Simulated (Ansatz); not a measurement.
# BH₆OSn+ (SMILES [BH2][SnH2][OH2+]): a rigid scan of the dihedral angle H4–B1–Sn2–O3, part 3 of 3

Ansatz 0.2.0, Gaussian basis.

## 8. H4–B1–Sn2–O3 = 127.3°

File pbe-tzvpp/in.yaml:

```yaml
crystal:
  periodic: [false, false, false]
  atoms:
    - {symbol: B, position_ang: [-1.293511, 0.556397, -1.288139]}
    - {symbol: Sn, position_ang: [0.589960, 0.706416, -0.089692]}
    - {symbol: O, position_ang: [2.090758, 0.885117, -1.731389]}
    - {symbol: H, position_ang: [-2.033861, -0.349870, -1.081556]}
    - {symbol: H, position_ang: [-1.503580, 1.396531, -2.100093]}
    - {symbol: H, position_ang: [1.281931, -0.650511, 0.653926]}
    - {symbol: H, position_ang: [1.100191, 2.157484, 0.618324]}
    - {symbol: H, position_ang: [2.969257, 1.262924, -1.598515]}
    - {symbol: H, position_ang: [2.111643, 0.329755, -2.520325]}
basis:
  gaussian: {orbitals: def2-TZVPP}
total_charge: 1
hamiltonian: {xc: pbe, dispersion: d4}
output: {forces: true}
```

r2scan-tzvpp/in.yaml differs from pbe-tzvpp/in.yaml so:

```diff
-hamiltonian: {xc: pbe, dispersion: d4}
+hamiltonian: {xc: r2scan, dispersion: d4}
```

pbe0-tzvpp/in.yaml:

```diff
-hamiltonian: {xc: pbe, dispersion: d4}
-output: {forces: true}
+hamiltonian: {xc: pbe0, dispersion: d4}
+output: {forces: true, orbitals: {seedname: orbitals}}
```

b3lyp-tzvpp/in.yaml:

```diff
-hamiltonian: {xc: pbe, dispersion: d4}
+hamiltonian: {xc: {name: B3LYP}, dispersion: d4}
```

wb97mv-tzvpp/in.yaml:

```diff
-hamiltonian: {xc: pbe, dispersion: d4}
-output: {forces: true}
+hamiltonian: {xc: {name: wB97M-V}}
```

ccsdt-tzvpp/in.yaml:

```diff
-hamiltonian: {xc: pbe, dispersion: d4}
-output: {forces: true}
+correlation: {method: ccsd_t}
```

The same command starts each run, in its folder.

Started as:

```sh
ansatz run in.yaml --threads 2 --pin off --events-out ev --progress --plain --max-ram 4352MiB
```

Output in pbe-tzvpp, shortened:

```text
Functional definition: PBE
  name "PBE"
  cite "Perdew, Burke & Ernzerhof, Phys. Rev. Lett. 77, 3865 (1996) doi:10.1103/PhysRevLett.77.3865"
  parent pbe
[...]
1062 factors; their error is unknown
[...]
mean field -8641.71177916 eV, -317.5770503216 hartree, gradient 2.1e-5 eV, S^2 0.000000; 0 other end points of the search recorded, 0 dependent functions left out
[...]
Atom 5 at     1.281931    -0.650511     0.653926 Å, force     0.144753    -0.166553     0.060237 eV/Å
Atom 6 at     1.100191     2.157484     0.618324 Å, force     0.030180     0.187433     0.129430 eV/Å
Atom 7 at     2.969257     1.262924    -1.598515 Å, force     0.368547     0.151918     0.069325 eV/Å
Atom 8 at     2.111643     0.329755    -2.520325 Å, force     0.051533    -0.235479    -0.312238 eV/Å
Dipole moment:     0.397357    -0.035614    -0.592051 e Å
```

Output in r2scan-tzvpp, shortened:

```text
[... 5 set-up lines as earlier in the session ...]
[...]
1062 factors; their error is unknown
[...]
Atom 5 at     1.281931    -0.650511     0.653926 Å, force     0.064110     0.000927    -0.032822 eV/Å
Atom 6 at     1.100191     2.157484     0.618324 Å, force    -0.031589     0.005258     0.043344 eV/Å
Atom 7 at     2.969257     1.262924    -1.598515 Å, force     0.004775    -0.007440     0.003133 eV/Å
Atom 8 at     2.111643     0.329755    -2.520325 Å, force     0.056995     0.004140     0.013770 eV/Å
Dipole moment:     0.397298    -0.037851    -0.594845 e Å
```

Log of pbe0-tzvpp, shortened:

```text
[... 5 set-up lines as earlier in the session ...]
[...]
1135 factors; their error is unknown
[...]
mean field -8642.39243472 eV, -317.6020639518 hartree, gradient 4.7e-5 eV, S^2 0.000000; 0 other end points of the search recorded, 0 dependent functions left out
[...]
Atom 5 at     1.281931    -0.650511     0.653926 Å, force     0.050184    -0.009177    -0.032102 eV/Å
Atom 6 at     1.100191     2.157484     0.618324 Å, force    -0.038992     0.016547     0.039296 eV/Å
Atom 7 at     2.969257     1.262924    -1.598515 Å, force    -0.091196    -0.040863    -0.011392 eV/Å
Atom 8 at     2.111643     0.329755    -2.520325 Å, force     0.050506     0.068771     0.093597 eV/Å
Dipole moment:     0.394953    -0.039734    -0.586110 e Å
```

Output in b3lyp-tzvpp, shortened:

```text
[... 6 set-up lines as earlier in the session ...]
[...]
1106 factors; their error is unknown
[...]
Atom 5 at     1.281931    -0.650511     0.653926 Å, force     0.079753    -0.055299     0.003413 eV/Å
Atom 6 at     1.100191     2.157484     0.618324 Å, force    -0.012804     0.067115     0.071260 eV/Å
Atom 7 at     2.969257     1.262924    -1.598515 Å, force     0.040924     0.024978     0.006073 eV/Å
Atom 8 at     2.111643     0.329755    -2.520325 Å, force     0.050520    -0.010509    -0.030990 eV/Å
Dipole moment:     0.389510    -0.040395    -0.592669 e Å
```

wb97mv-tzvpp printed, shortened:

```text
[... 5 set-up lines as earlier in the session ...]
  # Of w^i u^j: cxij and so on, Table III.
[...]
  gx(w, u) = 1 - cx + cx01*u + cx10*w
[...]
      + integral(e_c_pw_mod_opposite_spin*gos(b97_w_opposite, b97_u_opposite)) + vv10(b, c)
1106 factors; their error is unknown
283 factors; integrals over basis functions are off by at most 1.1e-5 eV
[...]
mean field -8642.81987674 eV, -317.6177721565 hartree, gradient 5.0e-5 eV, S^2 0.000000; 0 other end points of the search recorded, 0 dependent functions left out
reference -8642.81993734 eV, -317.6177743834 hartree; 20, 20 occupied and 176, 176 virtual orbitals, 1106 factors
Total energy: -8642.81993734 eV, -317.6177743834 hartree
```

Output in ccsdt-tzvpp, shortened:

```text
[... 4 set-up lines as earlier in the session ...]
[...]
1319 factors; integrals over basis functions are off by at most 6.9e-4 eV
[...]
mean field -8603.31159381 eV, -316.1658695385 hartree, gradient 2.4e-6 eV, S^2 0.000000; 0 other end points of the search recorded, 0 dependent functions left out
6 core orbitals not correlated: weight in the atoms' cores, before any rotation towards them, 1.000 or more for the frozen orbitals, at most 0.000 for the correlated occupied ones
reference -8603.31159381 eV, -316.1658695385 hartree; 14, 14 occupied and 176, 176 virtual orbitals, 1319 factors
second order -18.13614816 eV of doubles, -0.00000000 eV of singles
cycle   1  -18.37116266 eV  change   -2.4e-1 eV  update   9.0e-2
[...]
cycle  10  -18.90653246 eV  change    7.7e-6 eV  update   1.5e-5
perturbative correction -0.51931049 eV, -0.0190843086 hartree
Total energy: -8622.73743677 eV, -316.8797560998 hartree
```

Wall times: 4.8 s (pbe-tzvpp), 7.5 s (r2scan-tzvpp), 7.5 s (pbe0-tzvpp), 7.5 s (b3lyp-tzvpp), 14 s (wb97mv-tzvpp), 1.8 min (ccsdt-tzvpp) on 2 threads of Intel Xeon Platinum 8259CL at 2.50GHz, shared host; peak memory 2.6 GiB.

## 9. H4–B1–Sn2–O3 = 153.0°

File pbe-tzvpp/in.yaml:

```yaml
crystal:
  periodic: [false, false, false]
  atoms:
    - {symbol: B, position_ang: [-1.293511, 0.556397, -1.288139]}
    - {symbol: Sn, position_ang: [0.589960, 0.706416, -0.089692]}
    - {symbol: O, position_ang: [1.886027, 1.817971, -1.526408]}
    - {symbol: H, position_ang: [-2.033861, -0.349870, -1.081556]}
    - {symbol: H, position_ang: [-1.503580, 1.396531, -2.100093]}
    - {symbol: H, position_ang: [1.624385, -0.621104, 0.112048]}
    - {symbol: H, position_ang: [0.808697, 1.880005, 1.111167]}
    - {symbol: H, position_ang: [2.663346, 2.319501, -1.250007]}
    - {symbol: H, position_ang: [1.974081, 1.607466, -2.464074]}
basis:
  gaussian: {orbitals: def2-TZVPP}
total_charge: 1
hamiltonian: {xc: pbe, dispersion: d4}
output: {forces: true}
```

r2scan-tzvpp/in.yaml, as changes to pbe-tzvpp/in.yaml:

```diff
-hamiltonian: {xc: pbe, dispersion: d4}
+hamiltonian: {xc: r2scan, dispersion: d4}
```

pbe0-tzvpp/in.yaml:

```diff
-hamiltonian: {xc: pbe, dispersion: d4}
-output: {forces: true}
+hamiltonian: {xc: pbe0, dispersion: d4}
+output: {forces: true, orbitals: {seedname: orbitals}}
```

b3lyp-tzvpp/in.yaml:

```diff
-hamiltonian: {xc: pbe, dispersion: d4}
+hamiltonian: {xc: {name: B3LYP}, dispersion: d4}
```

wb97mv-tzvpp/in.yaml:

```diff
-hamiltonian: {xc: pbe, dispersion: d4}
-output: {forces: true}
+hamiltonian: {xc: {name: wB97M-V}}
```

ccsdt-tzvpp/in.yaml:

```diff
-hamiltonian: {xc: pbe, dispersion: d4}
-output: {forces: true}
+correlation: {method: ccsd_t}
```

One command serves all of them, each in its own folder.

Started as:

```sh
ansatz run in.yaml --threads 2 --pin off --events-out ev --progress --plain --max-ram 4352MiB
```

Output in pbe-tzvpp, shortened:

```text
[... 4 set-up lines as earlier in the session ...]
[...]
1062 factors; their error is unknown
[...]
mean field -8641.80262773 eV, -317.5803889448 hartree, gradient 2.0e-5 eV, S^2 0.000000; 0 other end points of the search recorded, 0 dependent functions left out
[...]
Atom 5 at     1.624385    -0.621104     0.112048 Å, force     0.173580    -0.133169     0.004070 eV/Å
Atom 6 at     0.808697     1.880005     1.111167 Å, force     0.007818     0.122906     0.177320 eV/Å
Atom 7 at     2.663346     2.319501    -1.250007 Å, force     0.332013     0.195959     0.111455 eV/Å
Atom 8 at     1.974081     1.607466    -2.464074 Å, force     0.060600    -0.087771    -0.379627 eV/Å
Dipole moment:     0.355514     0.270993    -0.544455 e Å
```

r2scan-tzvpp printed, shortened:

```text
[... 5 set-up lines as earlier in the session ...]
[...]
1062 factors; their error is unknown
[...]
Atom 5 at     1.624385    -0.621104     0.112048 Å, force     0.048611     0.034179    -0.023417 eV/Å
Atom 6 at     0.808697     1.880005     1.111167 Å, force    -0.018583    -0.025786     0.027507 eV/Å
Atom 7 at     2.663346     2.319501    -1.250007 Å, force     0.009113    -0.010853    -0.014404 eV/Å
Atom 8 at     1.974081     1.607466    -2.464074 Å, force     0.034366     0.011919     0.012129 eV/Å
Dipole moment:     0.355079     0.269995    -0.548518 e Å
```

Log of pbe0-tzvpp, shortened:

```text
[... 5 set-up lines as earlier in the session ...]
[...]
1135 factors; their error is unknown
[...]
mean field -8642.47315266 eV, -317.6050302817 hartree, gradient 3.2e-5 eV, S^2 0.000000; 0 other end points of the search recorded, 0 dependent functions left out
[...]
Atom 5 at     1.624385    -0.621104     0.112048 Å, force     0.037784     0.019546    -0.029798 eV/Å
Atom 6 at     0.808697     1.880005     1.111167 Å, force    -0.032229    -0.013456     0.029356 eV/Å
Atom 7 at     2.663346     2.319501    -1.250007 Å, force    -0.078918    -0.058699    -0.039798 eV/Å
Atom 8 at     1.974081     1.607466    -2.464074 Å, force     0.019516     0.039431     0.110467 eV/Å
Dipole moment:     0.352781     0.265329    -0.543110 e Å
```

Log of b3lyp-tzvpp, shortened:

```text
[... 6 set-up lines as earlier in the session ...]
[...]
1106 factors; their error is unknown
[...]
Atom 5 at     1.624385    -0.621104     0.112048 Å, force     0.080316    -0.027873    -0.012406 eV/Å
Atom 6 at     0.808697     1.880005     1.111167 Å, force    -0.015237     0.026386     0.078923 eV/Å
Atom 7 at     2.663346     2.319501    -1.250007 Å, force     0.035802     0.025659     0.002857 eV/Å
Atom 8 at     1.974081     1.607466    -2.464074 Å, force     0.028326     0.013191    -0.034684 eV/Å
Dipole moment:     0.347203     0.265780    -0.549415 e Å
```

Log of wb97mv-tzvpp, shortened:

```text
[... 5 set-up lines as earlier in the session ...]
  # Of w^i u^j: cxij and so on, Table III.
[...]
  gx(w, u) = 1 - cx + cx01*u + cx10*w
[...]
      + integral(e_c_pw_mod_opposite_spin*gos(b97_w_opposite, b97_u_opposite)) + vv10(b, c)
1106 factors; their error is unknown
283 factors; integrals over basis functions are off by at most 1.2e-5 eV
[...]
mean field -8642.89356110 eV, -317.6204800069 hartree, gradient 5.2e-5 eV, S^2 0.000000; 0 other end points of the search recorded, 0 dependent functions left out
reference -8642.89362160 eV, -317.6204822302 hartree; 20, 20 occupied and 176, 176 virtual orbitals, 1106 factors
Total energy: -8642.89362160 eV, -317.6204822302 hartree
```

Log of ccsdt-tzvpp, shortened:

```text
[... 4 set-up lines as earlier in the session ...]
[...]
1319 factors; integrals over basis functions are off by at most 1.2e-3 eV
[...]
mean field -8603.37323592 eV, -316.1681348443 hartree, gradient 1.8e-6 eV, S^2 0.000000; 0 other end points of the search recorded, 0 dependent functions left out
6 core orbitals not correlated: weight in the atoms' cores, before any rotation towards them, 1.000 or more for the frozen orbitals, at most 0.000 for the correlated occupied ones
reference -8603.37323592 eV, -316.1681348443 hartree; 14, 14 occupied and 176, 176 virtual orbitals, 1319 factors
second order -18.14665085 eV of doubles, -0.00000000 eV of singles
cycle   1  -18.37866728 eV  change   -2.3e-1 eV  update   9.1e-2
[...]
cycle  10  -18.91588132 eV  change    7.0e-6 eV  update   1.2e-5
perturbative correction -0.52177409 eV, -0.0191748441 hartree
Total energy: -8622.81089133 eV, -316.8824555053 hartree
```

Times: 4.9 s (pbe-tzvpp), 7.5 s (r2scan-tzvpp), 8 s (pbe0-tzvpp), 7.5 s (b3lyp-tzvpp), 13 s (wb97mv-tzvpp), 1.8 min (ccsdt-tzvpp) on 2 threads of Intel Xeon Platinum 8259CL at 2.50GHz, shared host; peak memory 2.6 GiB.

## 10. H4–B1–Sn2–O3 = 178.7°

File pbe-tzvpp/in.yaml:

```yaml
crystal:
  periodic: [false, false, false]
  atoms:
    - {symbol: B, position_ang: [-1.293511, 0.556397, -1.288139]}
    - {symbol: Sn, position_ang: [0.589960, 0.706416, -0.089692]}
    - {symbol: O, position_ang: [1.490826, 2.536162, -0.995215]}
    - {symbol: H, position_ang: [-2.033861, -0.349870, -1.081556]}
    - {symbol: H, position_ang: [-1.503580, 1.396531, -2.100093]}
    - {symbol: H, position_ang: [1.910375, -0.317249, -0.375449]}
    - {symbol: H, position_ang: [0.624822, 1.382355, 1.462439]}
    - {symbol: H, position_ang: [2.152408, 3.073279, -0.541377]}
    - {symbol: H, position_ang: [1.554976, 2.706294, -1.942960]}
basis:
  gaussian: {orbitals: def2-TZVPP}
total_charge: 1
hamiltonian: {xc: pbe, dispersion: d4}
output: {forces: true}
```

r2scan-tzvpp/in.yaml differs from pbe-tzvpp/in.yaml so:

```diff
-hamiltonian: {xc: pbe, dispersion: d4}
+hamiltonian: {xc: r2scan, dispersion: d4}
```

pbe0-tzvpp/in.yaml:

```diff
-hamiltonian: {xc: pbe, dispersion: d4}
-output: {forces: true}
+hamiltonian: {xc: pbe0, dispersion: d4}
+output: {forces: true, orbitals: {seedname: orbitals}}
```

b3lyp-tzvpp/in.yaml:

```diff
-hamiltonian: {xc: pbe, dispersion: d4}
+hamiltonian: {xc: {name: B3LYP}, dispersion: d4}
```

wb97mv-tzvpp/in.yaml:

```diff
-hamiltonian: {xc: pbe, dispersion: d4}
-output: {forces: true}
+hamiltonian: {xc: {name: wB97M-V}}
```

ccsdt-tzvpp/in.yaml:

```diff
-hamiltonian: {xc: pbe, dispersion: d4}
-output: {forces: true}
+correlation: {method: ccsd_t}
```

Each run has its own folder and the same command.

Started as:

```sh
ansatz run in.yaml --threads 2 --pin off --events-out ev --progress --plain --max-ram 4352MiB
```

Log of pbe-tzvpp, shortened:

```text
[... 4 set-up lines as earlier in the session ...]
[...]
1062 factors; their error is unknown
[...]
mean field -8641.85434985 eV, -317.5822896977 hartree, gradient 2.6e-5 eV, S^2 0.000000; 0 other end points of the search recorded, 0 dependent functions left out
[...]
Atom 5 at     1.910375    -0.317249    -0.375449 Å, force     0.175802    -0.109504    -0.025867 eV/Å
Atom 6 at     0.624822     1.382355     1.462439 Å, force     0.015669     0.076536     0.189062 eV/Å
Atom 7 at     2.152408     3.073279    -0.541377 Å, force     0.287186     0.216232     0.177371 eV/Å
Atom 8 at     1.554976     2.706294    -1.942960 Å, force     0.040294     0.064032    -0.394147 eV/Å
Dipole moment:     0.246962     0.518326    -0.398223 e Å
```

Log of r2scan-tzvpp, shortened:

```text
[... 5 set-up lines as earlier in the session ...]
[...]
1062 factors; their error is unknown
[...]
Atom 5 at     1.910375    -0.317249    -0.375449 Å, force     0.013129     0.022361     0.008523 eV/Å
Atom 6 at     0.624822     1.382355     1.462439 Å, force     0.012469    -0.009318    -0.005993 eV/Å
Atom 7 at     2.152408     3.073279    -0.541377 Å, force     0.010882    -0.001970    -0.021026 eV/Å
Atom 8 at     1.554976     2.706294    -1.942960 Å, force     0.020246     0.005330     0.006544 eV/Å
Dipole moment:     0.246400     0.518838    -0.402557 e Å
```

pbe0-tzvpp printed, shortened:

```text
[... 5 set-up lines as earlier in the session ...]
[...]
1135 factors; their error is unknown
[...]
mean field -8642.52050327 eV, -317.6067703845 hartree, gradient 1.6e-5 eV, S^2 0.000000; 0 other end points of the search recorded, 0 dependent functions left out
[...]
Atom 5 at     1.910375    -0.317249    -0.375449 Å, force     0.007186     0.011406    -0.006338 eV/Å
Atom 6 at     0.624822     1.382355     1.462439 Å, force    -0.006386    -0.004412     0.002732 eV/Å
Atom 7 at     2.152408     3.073279    -0.541377 Å, force    -0.066171    -0.057252    -0.063241 eV/Å
Atom 8 at     1.554976     2.706294    -1.942960 Å, force     0.006842    -0.009319     0.108271 eV/Å
Dipole moment:     0.245016     0.513027    -0.399569 e Å
```

b3lyp-tzvpp printed, shortened:

```text
[... 6 set-up lines as earlier in the session ...]
[...]
1106 factors; their error is unknown
[...]
Atom 5 at     1.910375    -0.317249    -0.375449 Å, force     0.061546    -0.027028    -0.006988 eV/Å
Atom 6 at     0.624822     1.382355     1.462439 Å, force     0.004650     0.016577     0.064060 eV/Å
Atom 7 at     2.152408     3.073279    -0.541377 Å, force     0.029320     0.030533     0.009343 eV/Å
Atom 8 at     1.554976     2.706294    -1.942960 Å, force     0.010667     0.021718    -0.036291 eV/Å
Dipole moment:     0.239009     0.514376    -0.405285 e Å
```

wb97mv-tzvpp printed, shortened:

```text
[... 5 set-up lines as earlier in the session ...]
  # Of w^i u^j: cxij and so on, Table III.
[...]
  gx(w, u) = 1 - cx + cx01*u + cx10*w
[...]
      + integral(e_c_pw_mod_opposite_spin*gos(b97_w_opposite, b97_u_opposite)) + vv10(b, c)
1106 factors; their error is unknown
283 factors; integrals over basis functions are off by at most 1.2e-5 eV
[...]
mean field -8642.93749303 eV, -317.6220944752 hartree, gradient 5.5e-5 eV, S^2 0.000000; 0 other end points of the search recorded, 0 dependent functions left out
reference -8642.93755333 eV, -317.6220966916 hartree; 20, 20 occupied and 176, 176 virtual orbitals, 1106 factors
Total energy: -8642.93755333 eV, -317.6220966916 hartree
```

ccsdt-tzvpp printed, shortened:

```text
[... 4 set-up lines as earlier in the session ...]
[...]
1319 factors; integrals over basis functions are off by at most 1.2e-3 eV
[...]
mean field -8603.41208850 eV, -316.1695626503 hartree, gradient 1.6e-6 eV, S^2 0.000000; 0 other end points of the search recorded, 0 dependent functions left out
6 core orbitals not correlated: weight in the atoms' cores, before any rotation towards them, 1.000 or more for the frozen orbitals, at most 0.000 for the correlated occupied ones
reference -8603.41208850 eV, -316.1695626503 hartree; 14, 14 occupied and 176, 176 virtual orbitals, 1319 factors
second order -18.15175580 eV of doubles, -0.00000000 eV of singles
cycle   1  -18.38220303 eV  change   -2.3e-1 eV  update   9.1e-2
[...]
cycle  10  -18.92012530 eV  change    3.8e-6 eV  update   8.2e-6
perturbative correction -0.52292962 eV, -0.0192173090 hartree
Total energy: -8622.85514342 eV, -316.8840817396 hartree
```

They took 4.9 s (pbe-tzvpp), 7.5 s (r2scan-tzvpp), 7.5 s (pbe0-tzvpp), 7 s (b3lyp-tzvpp), 13 s (wb97mv-tzvpp), 1.8 min (ccsdt-tzvpp) on 2 threads of Intel Xeon Platinum 8259CL at 2.50GHz, shared host; peak memory 2.6 GiB.

## 11. The curves

Energies less that of the minimum at the same level (eV):

```csv
dihedral angle (°),PBE-D4,r2SCAN-D4,PBE0-D4,B3LYP-D4,wB97M-V,Hartree-Fock,MP2,CCSD,CCSD(T)
5.3 (minimum),0.000,0.000,0.000,0.000,0.000,0.000,0.000,0.000,0.000
24.4,0.021,0.022,0.019,0.018,0.017,0.013,0.016,0.016,0.017
50.1,0.101,0.102,0.089,0.087,0.080,0.066,0.079,0.078,0.081
75.8,0.187,0.189,0.165,0.163,0.150,0.124,0.146,0.144,0.149
101.6,0.209,0.211,0.185,0.182,0.168,0.141,0.165,0.162,0.168
127.3,0.146,0.148,0.131,0.129,0.120,0.103,0.119,0.117,0.120
153.0,0.055,0.056,0.050,0.050,0.046,0.041,0.047,0.046,0.047
178.7,0.003,0.003,0.003,0.003,0.003,0.003,0.003,0.003,0.003
```

What each level costs and misses (shared host):

```csv
method,RMS deviation from CCSD(T) (eV),mean time a point
PBE-D4,0.024,4.8 s
r2SCAN-D4,0.026,7.6 s
PBE0-D4,0.010,7.9 s
B3LYP-D4,0.009,7.7 s
wB97M-V,0.000,14 s
Hartree-Fock,0.017,part of the CCSD(T) run
MP2,0.002,part of the CCSD(T) run
CCSD,0.003,part of the CCSD(T) run
CCSD(T),0,1.8 min
```

The best functional, wB97M-V, misses by 0.000 eV and takes 14 s a point, against 1.8 min for CCSD(T).

## 12. Outcome

This closing draws on all 3 parts.

| quantity | value |
| --- | --- |
| highest point, CCSD(T) | 0.168 eV at 101.6° |
| lowest point, CCSD(T) | 0.000 eV at 5.3° |
| RMS deviation from CCSD(T) | PBE-D4 0.024, r2SCAN-D4 0.026, PBE0-D4 0.010, B3LYP-D4 0.009, wB97M-V 0.000, Hartree-Fock 0.017, MP2 0.002, CCSD 0.003 eV |
| largest T1 diagnostic | 0.012 |

**Reading.** Over the points sampled the torsion costs at most 0.168 eV, a hindered rotation that is fast at room temperature. A rigid scan overstates barriers, since nothing else may give way. wB97M-V follows the CCSD(T) curve best and r2SCAN-D4 worst.
